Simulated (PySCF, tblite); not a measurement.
**C3H7FOSi: a rotation path, then NMR shifts on frames**

How do NMR shifts of C3H7FOSi (`F[C@@H]1C[C@H]1O[SiH3]`) change as the atoms move?

The runs use tblite 0.8.0 and PySCF 2.14.0, with density-fitted response routines of our own; the level of theory stands in each step. All values are computed, except where a source is named. Atoms are numbered from 0 throughout.

**1. The molecule as given**

13 atoms, charge 0, multiplicity 1; geometry from: GFN2-xTB.

Bonds of the start (Å): F0–C1 1.36, C1–C2 1.50, C2–C3 1.50, C3–O4 1.37, O4–Si5 1.63, C3–C1 1.50, C1–H6 1.08, C2–H7 1.08, C2–H8 1.08, C3–H9 1.09, Si5–H10 1.46, Si5–H11 1.46, Si5–H12 1.45.

**2. The rotation path with GFN2-xTB**

The job: settings as JSON, then the geometry in Å.

```
{"job": {"kind": "neb", "xc": "GFN2-xTB", "basis": "xTB", "atoms": [2, 3, 4, 5], "turn": 120}, "charge": 0, "multiplicity": 1}
F     -1.811417     1.880590    -0.270550
C     -1.184457     0.724798    -0.635156
C     -1.760502    -0.573270    -0.158718
C     -0.474656    -0.058137     0.425236
O      0.693267    -0.704390     0.105658
Si     2.233969    -0.198667     0.249025
H     -0.762997     0.813045    -1.627972
H     -1.708493    -1.412876    -0.833244
H     -2.643409    -0.537362     0.459365
H     -0.504456     0.346664     1.432082
H      2.552842     0.090367     1.649323
H      2.474507     1.012567    -0.538404
H      2.891415    -1.382843    -0.274374
```

Method: GFN2-xTB climbing-image nudged elastic band, gas phase.

Launch:

```bash
OMP_NUM_THREADS=1 python probes_run.py task.json out
```

This one command runs all jobs of the session in turn.

The program printed:

```text
image   E - E0 / eV
  0      -0.0000
  1       0.0073
  2       0.0142
  3       0.0188
  4       0.0187
  5       0.0144
  6       0.0085
  7       0.0039
  8       0.0014
```

It took 1.4 s on 1 thread of Intel Xeon Platinum 8488C, shared host; peak memory 0.18 GiB.

The final band, with the dihedral C2–C3–O4–Si5:

```csv
image,dihedral (°),energy (eV),energy (kcal/mol)
0,163,0.000,0.0
1,178,0.007,0.2
2,193,0.014,0.3
3,209,0.019,0.4
4,224,0.019,0.4
5,239,0.014,0.3
6,254,0.008,0.2
7,269,0.004,0.1
8,283,0.001,0.0
```

**3. NMR shieldings: image 0, PBE0/pcSseg-1**

The job: settings as JSON, then the geometry in Å.

```
{"job": {"kind": "nmr", "xc": "PBE0", "basis": "pcSseg-1", "pop": false}, "charge": 0, "multiplicity": 1}
F     -1.811400     1.880600    -0.270600
C     -1.184500     0.724800    -0.635200
C     -1.760500    -0.573300    -0.158700
C     -0.474700    -0.058100     0.425200
O      0.693300    -0.704400     0.105700
Si     2.234000    -0.198700     0.249000
H     -0.763000     0.813000    -1.628000
H     -1.708500    -1.412900    -0.833200
H     -2.643400    -0.537400     0.459400
H     -0.504500     0.346700     1.432100
H      2.552800     0.090400     1.649300
H      2.474500     1.012600    -0.538400
H      2.891400    -1.382800    -0.274400
```

With the program's defaults for keys left out, this is: GIAO PBE0/pcSseg-1 NMR shielding, non-relativistic, gas phase.

The program printed:

```text
coarse grid: 11400 points
cycle   1  E = -582.4352240118  dE =  8.599e-01  |g| = 7.407e-01  |ddm| = 3.179e+00
cycle   2  E = -582.3149572908  dE =  1.203e-01  |g| = 1.116e+00  |ddm| = 1.402e+00
cycle   3  E = -582.5276178652  dE = -2.127e-01  |g| = 9.414e-02  |ddm| = 9.642e-01
cycle   4  E = -582.5290148407  dE = -1.397e-03  |g| = 4.465e-02  |ddm| = 1.087e-01
cycle   5  E = -582.5293691487  dE = -3.543e-04  |g| = 7.961e-03  |ddm| = 3.761e-02
cycle   6  E = -582.5293774608  dE = -8.312e-06  |g| = 3.487e-03  |ddm| = 7.966e-03
cycle   7  E = -582.5293799496  dE = -2.489e-06  |g| = 3.369e-04  |ddm| = 2.751e-03
final grid: 105968 points
cycle   8  E = -582.5808378176  dE = -2.572e-05  |g| = 9.558e-03  |ddm| = 2.519e-02
cycle   9  E = -582.5808188812  dE =  1.894e-05  |g| = 1.419e-02  |ddm| = 1.587e-02
cycle  10  E = -582.5808549625  dE = -3.608e-05  |g| = 9.059e-04  |ddm| = 9.551e-03
cycle  11  E = -582.5808551286  dE = -1.661e-07  |g| = 2.109e-04  |ddm| = 9.553e-04
cycle  12  E = -582.5808551367  dE = -8.078e-09  |g| = 8.866e-05  |ddm| = 2.413e-04
cycle  13  E = -582.5808551378  dE = -1.141e-09  |g| = 2.087e-05  |ddm| = 7.190e-05
cycle  14  E = -582.5808551379  dE = -7.412e-11  |g| = 3.397e-06  |ddm| = 2.191e-05
converged SCF energy = -582.5808551379

GIAO shielding tensors (ppm)
atom      isotropic    diamagn.    paramagn.     s11        s22        s33       span
  0 F      406.846     469.956     -63.110    369.242    405.206    446.091     76.848
  1 C      110.866     247.950    -137.084     55.447     79.794    197.358    141.911
  2 C      169.310     255.861     -86.551    145.993    154.346    207.592     61.599
  3 C      131.613     243.315    -111.702     90.687    103.311    200.841    110.154
  4 O      318.945     396.454     -77.509    275.946    328.516    352.372     76.426
  5 Si     385.264     880.116    -494.852    343.249    345.749    466.795    123.546
  6 H       27.146      30.733      -3.588     23.026     27.493     30.918      7.892
  7 H       30.750      30.747       0.003     25.937     27.717     38.597     12.660
  8 H       30.542      30.050       0.492     25.593     27.200     38.834     13.241
  9 H       28.105      30.327      -2.222     22.380     28.379     33.555     11.174
 10 H       26.732      29.256      -2.524     23.552     24.991     31.652      8.100
 11 H       26.730      29.810      -3.080     23.229     25.552     31.408      8.180
 12 H       26.978      29.453      -2.474     23.137     25.202     32.595      9.458
```

Wall time 13 s (1 thread of Intel Xeon Platinum 8488C, shared host); peak memory 0.81 GiB.

The references, computed at this level on geometries of the same kind, shield at (ppm): ¹H TMS 31.72, ¹³C TMS 186.9, ²⁹Si TMS 349.2, ¹⁹F CFCl3 170.9, ¹⁷O H2O 336.1. Their shielding less the atom's gives the shift. The references are single molecules in the gas phase, so shifts against H2O, NH3, PH3, H3PO4 or CFCl3 are not on the usual liquid scales and can be off by tens of ppm. Each atom is listed at this fixed geometry, with no averaging over motion; a spectrum would average atoms that exchange fast.

```csv
atoms,environment,σ (ppm),δ (ppm)
C1,three-membered-ring carbon bearing a halogen,110.9,76.1
C3,three-membered-ring carbon,131.6,55.3
C2,three-membered-ring carbon,169.3,17.6
H11,hydrogen on a silicon bonded to O,26.73,4.99
H10,hydrogen on a silicon bonded to O,26.73,4.99
H12,hydrogen on a silicon bonded to O,26.98,4.74
H6,hydrogen on a three-membered-ring carbon bearing a halogen,27.15,4.57
H9,hydrogen on a three-membered-ring carbon,28.10,3.61
H8,hydrogen on a three-membered-ring carbon,30.54,1.17
H7,hydrogen on a three-membered-ring carbon,30.75,0.97
F0,fluorine on an sp3 carbon,406.8,-235.9
O4,"oxygen bonded to C, Si",318.9,17.1
Si5,"silicon bonded to O, 3 H",385.3,-36.1
```

Ring of atoms C1, C2, C3: NICS(0) -35.6, NICS(1) -8.0, NICS(1)zz -17.4 ppm (means of both faces). The ring holds saturated atoms, so no π current runs round it: these values come from its σ bonds, any local π bonds and neighbouring rings, and say nothing of aromaticity.

In rings of three or four atoms NICS is ruled by the nearby σ bonds, so it says little on aromaticity.

**4. NMR shieldings: image 1, PBE0/pcSseg-1**

The job: settings as JSON, then the geometry in Å.

```
{"job": {"kind": "nmr", "xc": "PBE0", "basis": "pcSseg-1", "pop": false}, "charge": 0, "multiplicity": 1}
F     -1.860900     1.871900    -0.386300
C     -1.248000     0.695600    -0.705600
C     -1.759600    -0.573100    -0.095000
C     -0.444700     0.004900     0.351500
O      0.715600    -0.629300    -0.017400
Si     2.258000    -0.209600     0.288500
H     -0.902500     0.709000    -1.730800
H     -1.748000    -1.455600    -0.713800
H     -2.588600    -0.512700     0.591600
H     -0.417900     0.474400     1.329000
H      2.494300    -0.191800     1.734700
H      2.581000     1.113100    -0.251200
H      2.916700    -1.296400    -0.413000
```

Method: GIAO PBE0/pcSseg-1 NMR shielding, non-relativistic, gas phase.

The program printed:

```text
coarse grid: 11400 points
cycle   1  E = -582.4347578986  dE =  8.606e-01  |g| = 7.399e-01  |ddm| = 3.182e+00
cycle   2  E = -582.3158939386  dE =  1.189e-01  |g| = 1.112e+00  |ddm| = 1.424e+00
cycle   3  E = -582.5269667500  dE = -2.111e-01  |g| = 9.371e-02  |ddm| = 9.799e-01
cycle   4  E = -582.5283452735  dE = -1.379e-03  |g| = 4.441e-02  |ddm| = 1.080e-01
cycle   5  E = -582.5286964648  dE = -3.512e-04  |g| = 7.894e-03  |ddm| = 3.741e-02
cycle   6  E = -582.5287046102  dE = -8.145e-06  |g| = 3.465e-03  |ddm| = 7.965e-03
cycle   7  E = -582.5287070681  dE = -2.458e-06  |g| = 3.406e-04  |ddm| = 2.775e-03
final grid: 105968 points
cycle   8  E = -582.5805356228  dE = -2.614e-05  |g| = 9.702e-03  |ddm| = 2.467e-02
cycle   9  E = -582.5805160545  dE =  1.957e-05  |g| = 1.443e-02  |ddm| = 1.611e-02
cycle  10  E = -582.5805531110  dE = -3.706e-05  |g| = 8.882e-04  |ddm| = 9.734e-03
cycle  11  E = -582.5805532703  dE = -1.593e-07  |g| = 2.128e-04  |ddm| = 9.620e-04
cycle  12  E = -582.5805532786  dE = -8.329e-09  |g| = 8.955e-05  |ddm| = 2.492e-04
cycle  13  E = -582.5805532798  dE = -1.176e-09  |g| = 2.071e-05  |ddm| = 7.282e-05
cycle  14  E = -582.5805532799  dE = -7.230e-11  |g| = 3.473e-06  |ddm| = 2.135e-05
converged SCF energy = -582.5805532799

GIAO shielding tensors (ppm)
atom      isotropic    diamagn.    paramagn.     s11        s22        s33       span
  0 F      407.200     469.756     -62.556    370.096    404.298    447.206     77.110
  1 C      109.990     248.023    -138.033     55.305     79.038    195.626    140.320
  2 C      169.228     255.586     -86.358    145.889    155.029    206.764     60.875
  3 C      131.545     243.008    -111.462     90.021    103.897    200.718    110.697
  4 O      320.248     396.742     -76.493    277.685    328.916    354.144     76.458
  5 Si     384.458     880.053    -495.595    341.162    344.859    467.352    126.190
  6 H       27.151      30.606      -3.455     22.856     27.632     30.964      8.108
  7 H       30.730      30.672       0.058     26.009     27.639     38.543     12.534
  8 H       30.536      30.097       0.439     25.609     27.226     38.773     13.164
  9 H       28.211      30.524      -2.312     22.427     28.697     33.511     11.084
 10 H       26.700      29.207      -2.507     23.390     25.068     31.643      8.253
 11 H       26.709      29.642      -2.933     23.247     25.417     31.462      8.215
 12 H       26.961      29.464      -2.503     23.178     25.166     32.538      9.360
```

It took 12 s on 1 thread of Intel Xeon Platinum 8488C, shared host; peak memory 0.78 GiB.

In short: δ C1 76.9, C3 55.4, C2 17.7, F0 -236.3, H10 5.02, H11 5.01 ppm.

**5. Nuclear shieldings: image 3, PBE0/pcSseg-1**

The job: settings as JSON, then the geometry in Å.

```
{"job": {"kind": "nmr", "xc": "PBE0", "basis": "pcSseg-1", "pop": false}, "charge": 0, "multiplicity": 1}
F     -2.040300     1.808800    -0.562100
C     -1.370400     0.646500    -0.809300
C     -1.697500    -0.560300     0.016200
C     -0.394500     0.166300     0.217500
O      0.765800    -0.421800    -0.220900
Si     2.280200    -0.261500     0.348100
H     -1.151400     0.546300    -1.863900
H     -1.679800    -1.514800    -0.484500
H     -2.443500    -0.466300     0.788500
H     -0.301300     0.763700     1.117300
H      2.346700    -0.700600     1.745200
H      2.732200     1.130800     0.286400
H      2.949500    -1.136700    -0.596300
```

Level: GIAO PBE0/pcSseg-1 NMR shielding, non-relativistic, gas phase.

The program printed:

```text
coarse grid: 11400 points
cycle   1  E = -582.4335182069  dE =  8.640e-01  |g| = 7.402e-01  |ddm| = 3.184e+00
cycle   2  E = -582.3166935229  dE =  1.168e-01  |g| = 1.108e+00  |ddm| = 1.451e+00
cycle   3  E = -582.5258773689  dE = -2.092e-01  |g| = 9.308e-02  |ddm| = 9.996e-01
cycle   4  E = -582.5272307921  dE = -1.353e-03  |g| = 4.406e-02  |ddm| = 1.063e-01
cycle   5  E = -582.5275808577  dE = -3.501e-04  |g| = 7.777e-03  |ddm| = 3.712e-02
cycle   6  E = -582.5275887234  dE = -7.866e-06  |g| = 3.423e-03  |ddm| = 7.900e-03
cycle   7  E = -582.5275911104  dE = -2.387e-06  |g| = 3.518e-04  |ddm| = 2.797e-03
final grid: 105968 points
cycle   8  E = -582.5795960965  dE = -2.822e-05  |g| = 9.564e-03  |ddm| = 2.387e-02
cycle   9  E = -582.5795772736  dE =  1.882e-05  |g| = 1.421e-02  |ddm| = 1.610e-02
cycle  10  E = -582.5796131131  dE = -3.584e-05  |g| = 8.344e-04  |ddm| = 9.563e-03
cycle  11  E = -582.5796132520  dE = -1.390e-07  |g| = 2.316e-04  |ddm| = 9.491e-04
cycle  12  E = -582.5796132621  dE = -1.009e-08  |g| = 8.832e-05  |ddm| = 2.663e-04
cycle  13  E = -582.5796132633  dE = -1.128e-09  |g| = 2.189e-05  |ddm| = 7.438e-05
cycle  14  E = -582.5796132633  dE = -7.662e-11  |g| = 3.236e-06  |ddm| = 2.121e-05
converged SCF energy = -582.5796132633

GIAO shielding tensors (ppm)
atom      isotropic    diamagn.    paramagn.     s11        s22        s33       span
  0 F      407.686     469.134     -61.448    372.197    403.561    447.300     75.103
  1 C      110.151     248.476    -138.325     56.255     79.069    195.131    138.876
  2 C      168.949     254.800     -85.851    145.546    154.586    206.715     61.169
  3 C      131.755     242.350    -110.595     90.064    104.125    201.078    111.014
  4 O      325.217     397.319     -72.102    283.149    331.414    361.087     77.938
  5 Si     384.510     879.945    -495.434    341.123    344.538    467.869    126.746
  6 H       27.096      30.478      -3.382     22.534     27.676     31.078      8.544
  7 H       30.777      30.647       0.131     26.218     27.657     38.457     12.239
  8 H       30.554      30.220       0.334     25.706     27.246     38.710     13.004
  9 H       28.301      30.594      -2.293     22.373     29.000     33.531     11.158
 10 H       26.682      29.241      -2.559     23.199     25.168     31.678      8.479
 11 H       26.680      29.359      -2.680     23.238     25.277     31.523      8.285
 12 H       26.927      29.450      -2.523     23.156     25.142     32.484      9.328
```

It took 12 s on 1 thread of Intel Xeon Platinum 8488C, shared host; peak memory 0.78 GiB.

Key values: δ C1 76.8, C3 55.2, C2 18.0, F0 -236.7, H11 5.04, H10 5.04 ppm.

**6. NMR shieldings: image 5, PBE0/pcSseg-1**

The job: settings as JSON, then the geometry in Å.

```
{"job": {"kind": "nmr", "xc": "PBE0", "basis": "pcSseg-1", "pop": false}, "charge": 0, "multiplicity": 1}
F     -2.225200     1.699800    -0.716100
C     -1.459400     0.583000    -0.877000
C     -1.585200    -0.521200     0.128300
C     -0.355100     0.347900     0.101400
O      0.822200    -0.173000    -0.373100
Si     2.255000    -0.327500     0.379500
H     -1.324100     0.358800    -1.926700
H     -1.504700    -1.529800    -0.244200
H     -2.270600    -0.392400     0.950000
H     -0.249000     1.071200     0.902600
H      2.131000    -1.162800     1.577800
H      2.770500     0.980400     0.794600
H      2.990200    -0.933900    -0.714900
```

Level: GIAO PBE0/pcSseg-1 NMR shielding, non-relativistic, gas phase.

The program printed:

```text
coarse grid: 11400 points
cycle   1  E = -582.4331505624  dE =  8.653e-01  |g| = 7.399e-01  |ddm| = 3.183e+00
cycle   2  E = -582.3168511731  dE =  1.163e-01  |g| = 1.107e+00  |ddm| = 1.445e+00
cycle   3  E = -582.5254952497  dE = -2.086e-01  |g| = 9.423e-02  |ddm| = 9.958e-01
cycle   4  E = -582.5268908983  dE = -1.396e-03  |g| = 4.406e-02  |ddm| = 1.062e-01
cycle   5  E = -582.5272457441  dE = -3.548e-04  |g| = 7.805e-03  |ddm| = 3.712e-02
cycle   6  E = -582.5272537361  dE = -7.992e-06  |g| = 3.411e-03  |ddm| = 7.873e-03
cycle   7  E = -582.5272560905  dE = -2.354e-06  |g| = 3.661e-04  |ddm| = 2.772e-03
final grid: 105968 points
cycle   8  E = -582.5796918710  dE = -2.719e-05  |g| = 9.912e-03  |ddm| = 2.327e-02
cycle   9  E = -582.5796713839  dE =  2.049e-05  |g| = 1.475e-02  |ddm| = 1.666e-02
cycle  10  E = -582.5797102549  dE = -3.887e-05  |g| = 9.025e-04  |ddm| = 1.005e-02
cycle  11  E = -582.5797104183  dE = -1.634e-07  |g| = 2.218e-04  |ddm| = 9.860e-04
cycle  12  E = -582.5797104274  dE = -9.071e-09  |g| = 9.145e-05  |ddm| = 2.596e-04
cycle  13  E = -582.5797104286  dE = -1.223e-09  |g| = 2.137e-05  |ddm| = 7.460e-05
cycle  14  E = -582.5797104287  dE = -7.435e-11  |g| = 3.330e-06  |ddm| = 2.144e-05
converged SCF energy = -582.5797104287

GIAO shielding tensors (ppm)
atom      isotropic    diamagn.    paramagn.     s11        s22        s33       span
  0 F      408.578     468.534     -59.956    373.430    403.815    448.490     75.059
  1 C      110.751     249.192    -138.441     57.008     79.437    195.809    138.802
  2 C      168.909     254.010     -85.101    145.378    154.181    207.169     61.791
  3 C      131.700     242.369    -110.670     89.962    103.379    201.759    111.797
  4 O      321.338     397.148     -75.810    269.772    334.538    359.705     89.933
  5 Si     384.586     879.975    -495.389    339.453    346.636    467.669    128.216
  6 H       27.041      30.482      -3.441     22.308     27.682     31.133      8.825
  7 H       30.856      30.772       0.085     26.478     27.686     38.405     11.926
  8 H       30.562      30.331       0.231     25.849     27.153     38.684     12.835
  9 H       28.253      30.474      -2.221     22.433     28.757     33.568     11.134
 10 H       26.725      29.446      -2.721     23.179     25.278     31.719      8.540
 11 H       26.683      29.212      -2.529     23.341     25.192     31.517      8.176
 12 H       26.935      29.445      -2.510     23.114     25.172     32.520      9.406
```

It took 12 s on 1 thread of Intel Xeon Platinum 8488C, shared host; peak memory 0.78 GiB.

In short: δ C1 76.2, C3 55.2, C2 18.0, F0 -237.6, H11 5.03, H10 4.99 ppm.

**7. NMR shieldings: image 8, PBE0/pcSseg-1**

The job: settings as JSON, then the geometry in Å.

```
{"job": {"kind": "nmr", "xc": "PBE0", "basis": "pcSseg-1", "pop": false}, "charge": 0, "multiplicity": 1}
F     -2.453000     1.428700    -0.928900
C     -1.499700     0.454900    -0.917100
C     -1.388400    -0.408400     0.301900
C     -0.329500     0.618200    -0.002100
O      0.902400     0.220900    -0.458600
Si     2.156300    -0.422700     0.356100
H     -1.365300     0.036600    -1.905700
H     -1.144000    -1.447200     0.148100
H     -2.060000    -0.212000     1.122200
H     -0.304200     1.503800     0.625900
H      1.767800    -1.669700     1.020800
H      2.645000     0.504300     1.378600
H      3.068100    -0.607000    -0.758900
```

With the program's defaults for keys left out, this is: GIAO PBE0/pcSseg-1 NMR shielding, non-relativistic, gas phase.

The program printed:

```text
coarse grid: 11400 points
cycle   1  E = -582.4356957015  dE =  8.629e-01  |g| = 7.383e-01  |ddm| = 3.177e+00
cycle   2  E = -582.3193720769  dE =  1.163e-01  |g| = 1.106e+00  |ddm| = 1.379e+00
cycle   3  E = -582.5275242831  dE = -2.082e-01  |g| = 9.636e-02  |ddm| = 9.469e-01
cycle   4  E = -582.5290164049  dE = -1.492e-03  |g| = 4.390e-02  |ddm| = 1.065e-01
cycle   5  E = -582.5293764309  dE = -3.600e-04  |g| = 7.955e-03  |ddm| = 3.718e-02
cycle   6  E = -582.5293848864  dE = -8.455e-06  |g| = 3.427e-03  |ddm| = 7.863e-03
cycle   7  E = -582.5293872356  dE = -2.349e-06  |g| = 3.757e-04  |ddm| = 2.687e-03
final grid: 105968 points
cycle   8  E = -582.5809205494  dE = -2.668e-05  |g| = 9.773e-03  |ddm| = 2.276e-02
cycle   9  E = -582.5809001796  dE =  2.037e-05  |g| = 1.463e-02  |ddm| = 1.617e-02
cycle  10  E = -582.5809383031  dE = -3.812e-05  |g| = 8.768e-04  |ddm| = 9.797e-03
cycle  11  E = -582.5809384597  dE = -1.567e-07  |g| = 2.176e-04  |ddm| = 9.371e-04
cycle  12  E = -582.5809384684  dE = -8.671e-09  |g| = 8.939e-05  |ddm| = 2.452e-04
cycle  13  E = -582.5809384695  dE = -1.150e-09  |g| = 2.067e-05  |ddm| = 7.045e-05
cycle  14  E = -582.5809384696  dE = -7.049e-11  |g| = 3.153e-06  |ddm| = 2.019e-05
converged SCF energy = -582.5809384696

GIAO shielding tensors (ppm)
atom      isotropic    diamagn.    paramagn.     s11        s22        s33       span
  0 F      408.199     467.983     -59.785    371.986    404.358    448.252     76.266
  1 C      110.600     250.467    -139.867     56.782     79.289    195.728    138.946
  2 C      170.679     253.187     -82.508    147.159    156.650    208.226     61.068
  3 C      132.118     242.895    -110.777     91.770    102.905    201.678    109.909
  4 O      318.299     396.330     -78.031    257.262    342.452    355.182     97.921
  5 Si     388.549     880.086    -491.536    345.027    353.835    466.786    121.758
  6 H       27.069      30.664      -3.596     22.148     27.913     31.145      8.997
  7 H       30.847      31.267      -0.420     26.475     27.777     38.288     11.813
  8 H       30.702      30.352       0.350     25.991     27.062     39.052     13.061
  9 H       27.952      29.868      -1.916     22.165     27.953     33.739     11.574
 10 H       26.889      29.911      -3.022     23.254     25.846     31.568      8.314
 11 H       26.840      29.247      -2.407     23.619     24.971     31.929      8.310
 12 H       27.050      29.396      -2.345     23.179     25.296     32.676      9.497
```

Run time: 12 s. Hardware: 1 thread of Intel Xeon Platinum 8488C, shared host; peak memory 0.78 GiB.

Key values: δ C1 76.3, C3 54.8, C2 16.2, F0 -237.3, H11 4.88, H10 4.83 ppm.

**8. Side by side: NMR shifts**

Shifts (ppm) of some atoms, chosen among heavy atoms and hydrogens apart, with basis size and wall time:

```csv
frame,C1,C2,H10,H9,F0,O4,Si5,functions,time
image 0,76.1,17.6,4.99,3.61,-235.9,17.1,-36.1,144,13 s
image 1,76.9,17.7,5.02,3.51,-236.3,15.8,-35.3,144,12 s
image 3,76.8,18.0,5.04,3.42,-236.7,10.9,-35.4,144,12 s
image 5,76.2,18.0,4.99,3.46,-237.6,14.7,-35.4,144,12 s
image 8,76.3,16.2,4.83,3.76,-237.3,17.8,-39.4,144,12 s
```

**9. Outcome**

| quantity | value |
| --- | --- |
| barrier | 0.019 eV (0.4 kcal/mol) at image 3 |
| end to end (GFN2-xTB) | 0.001 eV |
| ¹³C shifts against TMS (PBE0/pcSseg-1, image 0) | 76.1, 55.3, 17.6 ppm |
| ¹H shifts against TMS (PBE0/pcSseg-1, image 0) | 4.99, 4.99, 4.74, 4.57, 3.61, 1.17, 0.97 ppm |
| ¹⁹F shifts against CFCl3 (PBE0/pcSseg-1, image 0) | -235.9 ppm |
| ¹⁷O shifts against H2O (PBE0/pcSseg-1, image 0) | 17.1 ppm |
| ²⁹Si shifts against TMS (PBE0/pcSseg-1, image 0) | -36.1 ppm |
| range of the shift of O4 | 10.9 to 17.8 ppm |

What this shows: Along the band the dihedral turns by 120°, and the top (dihedral 209°) lies 0.4 kcal/mol above the start (GFN2-xTB, rough), so at room temperature this motion is fast. The top was not checked by a frequency run. Shifts at one fixed geometry are not the observed spectrum, which averages over the motion. In the first frame run (image 0): The widest tensor belongs to C1: span 142 ppm, with a paramagnetic part of -137 ppm. Across the 5 runs the shift of O4 moves most, between 10.9 (image 3) and 17.8 ppm (image 8).
